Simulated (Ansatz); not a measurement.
# CH5FGeN2: rotation by 120° about the N3–Ge4 bond

How high is the barrier for the rotation by 120° about the N3–Ge4 bond? Relax the two ends, then run a nudged elastic band between them. SMILES of the start: NC=[N][GeH2][F].

Program: Ansatz 0.2.0. Level of theory: RKS PBE/def2-mTZVP. These are calculated values, not measurements.

## 1. Starting point

Bond lengths: N1–C2 1.455 Å, C2–N3 1.311 Å, N3–Ge4 1.936 Å, Ge4–F5 1.773 Å, N1–H6 1.067 Å, N1–H7 1.014 Å, C2–H8 1.042 Å, Ge4–H9 1.608 Å, Ge4–H10 1.488 Å. Angles: N1–C2–N3 124.3°, N1–C2–H8 117.8°, N3–C2–H8 117.9°, C2–N1–H6 120.0°, C2–N1–H7 120.5°, H6–N1–H7 118.8°, C2–N3–Ge4 123.4°, N3–Ge4–F5 106.2°, N3–Ge4–H9 105.9°, N3–Ge4–H10 110.9°, F5–Ge4–H9 109.6°, F5–Ge4–H10 113.3°, H9–Ge4–H10 110.5°.

Structure file:

```xyz
10

N     0.0162   -0.8042    1.4498
C    -0.7122   -1.1702    0.2440
N    -0.6635   -0.4981   -0.8807
Ge    0.4210    1.0868   -1.1280
F     0.1577    1.6107   -2.8013
H     0.5617    0.1121    1.4853
H    -0.1052   -1.3343    2.3058
H    -1.2697   -2.0503    0.2620
H    -0.1716    2.1887   -0.1181
H     1.8487    0.8075   -0.8158
```

## 2. Relaxing end A

Input file input.yaml:

```yaml
crystal:
  periodic: [false, false, false]
  atoms:
    - { symbol: "N", position_ang: [0.0162, -0.8042, 1.4498] }
    - { symbol: C, position_ang: [-0.7122, -1.1702, 0.244] }
    - { symbol: "N", position_ang: [-0.6635, -0.4981, -0.8807] }
    - { symbol: Ge, position_ang: [0.421, 1.0868, -1.128] }
    - { symbol: F, position_ang: [0.1577, 1.6107, -2.8013] }
    - { symbol: H, position_ang: [0.5617, 0.1121, 1.4853] }
    - { symbol: H, position_ang: [-0.1052, -1.3343, 2.3058] }
    - { symbol: H, position_ang: [-1.2697, -2.0503, 0.262] }
    - { symbol: H, position_ang: [-0.1716, 2.1887, -0.1181] }
    - { symbol: H, position_ang: [1.8487, 0.8075, -0.8158] }
basis:
  gaussian: { orbitals: def2-mTZVP }
hamiltonian:
  xc: pbe
relax:
  f_tol: 0.015
  max_steps: 40
output:
  orbitals: {}
```

Started as:

```
> ansatz run input.yaml --threads 2 --pin off --max-ram 3072MiB --backend cpu --events-out ev --progress --plain --runs-dir out
```

Standard output, cut to the lines that bear on the results:

```text
Warning: RAYON_NUM_THREADS=2 ignored (pool sized by the plan → 2); use --threads N
[...]
Functional definition: PBE
[...]
1166 factors; their error is unknown
[...]
mean field -63320.07471935 eV, -2326.9698260481 hartree, gradient 4.2e-5 eV, S^2 0.000000; 0 other end points of the search recorded, 0 dependent functions left out
[...]
reference -63320.07475730 eV, -2326.9698274427 hartree; 33, 33 occupied and 94, 94 virtual orbitals, 1166 factors
relax step   1: F+E_penalty+E_count = -63320.07471935 eV  Δ(F+E_penalty+E_count) = +0.000e0 eV  max|allowed force component| = 4.311e0 eV/Å  Δτ_max = 0.0000 Å  (32 SCF iters, accepted)
[...]
relax step   4: F+E_penalty+E_count = -63320.51474557 eV  Δ(F+E_penalty+E_count) = +3.619e-2 eV  max|allowed force component| = 8.473e-1 eV/Å  Δτ_max = 0.2000 Å  (37 SCF iters, rejected (line search))
[...]
relax step   7: F+E_penalty+E_count = -63320.62833153 eV  Δ(F+E_penalty+E_count) = -4.005e-3 eV  max|allowed force component| = 5.411e-2 eV/Å  Δτ_max = 0.0219 Å  (33 SCF iters, accepted)
[...]
relax step  10: F+E_penalty+E_count = -63320.62976828 eV  Δ(F+E_penalty+E_count) = -6.290e-4 eV  max|allowed force component| = 7.584e-2 eV/Å  Δτ_max = 0.0524 Å  (32 SCF iters, accepted)
[...]
relax step  13: F+E_penalty+E_count = -63320.63384473 eV  Δ(F+E_penalty+E_count) = -2.055e-3 eV  max|allowed force component| = 2.684e-1 eV/Å  Δτ_max = 0.0789 Å  (31 SCF iters, accepted)
[...]
relax step  14: F+E_penalty+E_count = -63320.63644307 eV  Δ(F+E_penalty+E_count) = -2.598e-3 eV  max|allowed force component| = 2.414e-1 eV/Å  Δτ_max = 0.0503 Å  (33 SCF iters, accepted)
```

## 3. The output, continued: end point A relaxed

Output, continued, cut to the lines that bear on the results:

```text
[...]
1166 factors; their error is unknown
mean field -63320.64076347 eV, -2326.9906277858 hartree, gradient 1.8e-5 eV, S^2 0.000000; 0 other end points of the search recorded, 0 dependent functions left out
[...]
reference -63320.64080183 eV, -2326.9906291954 hartree; 33, 33 occupied and 94, 94 virtual orbitals, 1166 factors
relax step  15: F+E_penalty+E_count = -63320.64076347 eV  Δ(F+E_penalty+E_count) = -4.320e-3 eV  max|allowed force component| = 1.476e-1 eV/Å  Δτ_max = 0.0867 Å  (31 SCF iters, accepted)
[...]
relax step  17: F+E_penalty+E_count = -63320.64503738 eV  Δ(F+E_penalty+E_count) = -3.298e-3 eV  max|allowed force component| = 6.666e-2 eV/Å  Δτ_max = 0.0267 Å  (33 SCF iters, accepted)
[...]
Atom 0 at    -0.250140    -0.745373     1.538129 Å, force    -0.002872     0.005011     0.000664 eV/Å
Atom 1 at    -0.429547    -1.201230     0.254953 Å, force    -0.005171     0.000752    -0.002034 eV/Å
Atom 2 at    -0.120441    -0.664385    -0.868306 Å, force     0.003551     0.002615     0.003980 eV/Å
Atom 3 at     0.559389     1.026358    -1.126483 Å, force    -0.002267    -0.001869     0.002486 eV/Å
Atom 4 at    -0.483694     1.751639    -2.356032 Å, force     0.001397    -0.001045     0.001220 eV/Å
Atom 5 at    -0.019662     0.233609     1.698461 Å, force     0.002259    -0.002432    -0.003267 eV/Å
Atom 6 at    -0.744076    -1.211287     2.295201 Å, force     0.000800    -0.004370    -0.003266 eV/Å
Atom 7 at    -0.873964    -2.213140     0.242478 Å, force     0.002872     0.002058     0.002954 eV/Å
Atom 8 at     0.474450     2.027122     0.072830 Å, force    -0.000410    -0.000457    -0.001015 eV/Å
Atom 9 at     1.970786     0.945386    -1.748231 Å, force    -0.000160    -0.000264    -0.001724 eV/Å
Dipole moment:     0.091286    -0.213369     1.031507 e Å
```

Wall time 64 s (2 threads of Arm Neoverse V2, shared host); peak memory 0.17 GiB.

Relaxation path:

```tsv
step	energy from step 1 (eV)	largest force component (eV/Å)
1	0.0000	4.3109
2	-0.4480	1.3841
3	-0.4762	1.5540
4x	-0.4400	0.8473
5	-0.5407	0.4078
6	-0.5496	0.2937
7	-0.5536	0.0541
8	-0.5539	0.0284
9	-0.5544	0.0313
10	-0.5550	0.0758
11	-0.5559	0.1714
12	-0.5571	0.2055
13	-0.5591	0.2684
14	-0.5617	0.2414
15	-0.5660	0.1476
16	-0.5670	0.2257
17	-0.5703	0.0667
18	-0.5717	0.0449
19	-0.5723	0.0479
20	-0.5725	0.0698
21	-0.5729	0.0589
22	-0.5731	0.0250
23	-0.5732	0.0095
24	-0.5733	0.0052
```

Step 1 is the start. 1 step was tried and not accepted (marked x).

After: Bond lengths: N1–C2 1.374 Å, C2–N3 1.283 Å, N3–Ge4 1.840 Å, Ge4–F5 1.768 Å, N1–H6 1.018 Å, N1–H7 1.017 Å, C2–H8 1.105 Å, Ge4–H9 1.564 Å, Ge4–H10 1.544 Å. Angles: N1–C2–N3 130.4°, N1–C2–H8 111.5°, N3–C2–H8 118.0°, C2–N1–H6 119.7°, C2–N1–H7 118.7°, H6–N1–H7 115.7°, C2–N3–Ge4 126.6°, N3–Ge4–F5 104.9°, N3–Ge4–H9 117.4°, N3–Ge4–H10 110.2°, F5–Ge4–H9 103.8°, F5–Ge4–H10 106.3°, H9–Ge4–H10 113.1°.

## 4. End point B

The second end starts from a geometry with the move made by hand.

input.yaml, as its differences from that of step 2:

```diff
@@ -7,3 +7,3 @@
     - { symbol: Ge, position_ang: [0.421, 1.0868, -1.128] }
-    - { symbol: F, position_ang: [0.1577, 1.6107, -2.8013] }
+    - { symbol: F, position_ang: [2.09677, 0.59192, -0.82696] }
     - { symbol: H, position_ang: [0.5617, 0.1121, 1.4853] }
@@ -11,4 +11,4 @@
     - { symbol: H, position_ang: [-1.2697, -2.0503, 0.262] }
-    - { symbol: H, position_ang: [-0.1716, 2.1887, -0.1181] }
-    - { symbol: H, position_ang: [1.8487, 0.8075, -0.8158] }
+    - { symbol: H, position_ang: [0.25007, 1.50166, -2.672] }
+    - { symbol: H, position_ang: [-0.03702, 2.18795, -0.23834] }
 basis:
```

Started as:

```
> ansatz run input.yaml --threads 2 --pin off --max-ram 3072MiB --backend cpu --events-out ev --progress --plain --runs-dir out
```

Standard output, cut to the lines that bear on the results:

```text
Warning: RAYON_NUM_THREADS=2 ignored (pool sized by the plan → 2); use --threads N
[...]
[... 1 set-up line as earlier in the session ...]
[...]
1166 factors; their error is unknown
[...]
mean field -63320.16878780 eV, -2326.9732829997 hartree, gradient 1.6e-5 eV, S^2 0.000000; 0 other end points of the search recorded, 0 dependent functions left out
[...]
reference -63320.16882682 eV, -2326.9732844336 hartree; 33, 33 occupied and 94, 94 virtual orbitals, 1166 factors
relax step   1: F+E_penalty+E_count = -63320.16878780 eV  Δ(F+E_penalty+E_count) = +0.000e0 eV  max|allowed force component| = 4.306e0 eV/Å  Δτ_max = 0.0000 Å  (32 SCF iters, accepted)
[...]
relax step   4: F+E_penalty+E_count = -63320.78820798 eV  Δ(F+E_penalty+E_count) = -6.269e-2 eV  max|allowed force component| = 6.572e-1 eV/Å  Δτ_max = 0.1390 Å  (32 SCF iters, accepted)
[...]
Total energy: -63320.90473540 eV, -2327.0003285752 hartree
Atom 0 at     0.225375    -1.032686     1.275831 Å, force    -0.001277    -0.003479    -0.001905 eV/Å
Atom 1 at    -0.780426    -0.972462     0.358340 Å, force     0.004706     0.011922    -0.005035 eV/Å
Atom 2 at    -0.929365    -0.174077    -0.640570 Å, force     0.000043    -0.008208     0.008170 eV/Å
Atom 3 at     0.238090     1.145482    -1.132572 Å, force     0.003887     0.004281    -0.005206 eV/Å
Atom 4 at     1.698836     1.137523    -0.060901 Å, force    -0.004077     0.000453    -0.002236 eV/Å
Atom 5 at     1.040639    -0.424395     1.186652 Å, force    -0.003404    -0.000533    -0.000326 eV/Å
Atom 6 at     0.239847    -1.768541     1.974564 Å, force     0.000833     0.001890    -0.001395 eV/Å
Atom 7 at    -1.566356    -1.725737     0.543100 Å, force    -0.003350    -0.004241     0.002874 eV/Å
Atom 8 at     0.783217     0.892015    -2.557349 Å, force     0.000455     0.001344     0.004018 eV/Å
Atom 9 at    -0.391738     2.546209    -0.946195 Å, force     0.002183    -0.003428     0.001042 eV/Å
Dipole moment:    -0.012829    -0.321730     0.312162 e Å
```

Run time: 39 s. Hardware: 2 threads of Arm Neoverse V2, shared host; peak memory 0.17 GiB.

Relaxation path:

```tsv
step	energy from step 1 (eV)	largest force component (eV/Å)
1	0.0000	4.3062
2	-0.4964	1.1620
3	-0.5567	0.9111
4	-0.6194	0.6572
5	-0.6579	0.3198
6	-0.6890	0.3421
7	-0.7059	0.6148
8	-0.7207	0.2220
9	-0.7267	0.1602
10x	-0.7226	0.1847
11	-0.7352	0.0472
12	-0.7357	0.0309
13	-0.7359	0.0065
14	-0.7359	0.0119
```

Step 1 is the start. 1 step was tried and not accepted (marked x).

After: Bond lengths: N1–C2 1.363 Å, C2–N3 1.287 Å, N3–Ge4 1.829 Å, Ge4–F5 1.812 Å, N1–H6 1.021 Å, N1–H7 1.015 Å, C2–H8 1.104 Å, Ge4–H9 1.546 Å, Ge4–H10 1.547 Å. Angles: N1–C2–N3 129.4°, N1–C2–H8 112.5°, N3–C2–H8 118.1°, C2–N1–H6 120.3°, C2–N1–H7 120.4°, H6–N1–H7 118.7°, C2–N3–Ge4 125.6°, N3–Ge4–F5 110.6°, N3–Ge4–H9 110.8°, N3–Ge4–H10 111.2°, F5–Ge4–H9 105.1°, F5–Ge4–H10 105.1°, H9–Ge4–H10 113.8°.

[end of part 1 of 2]
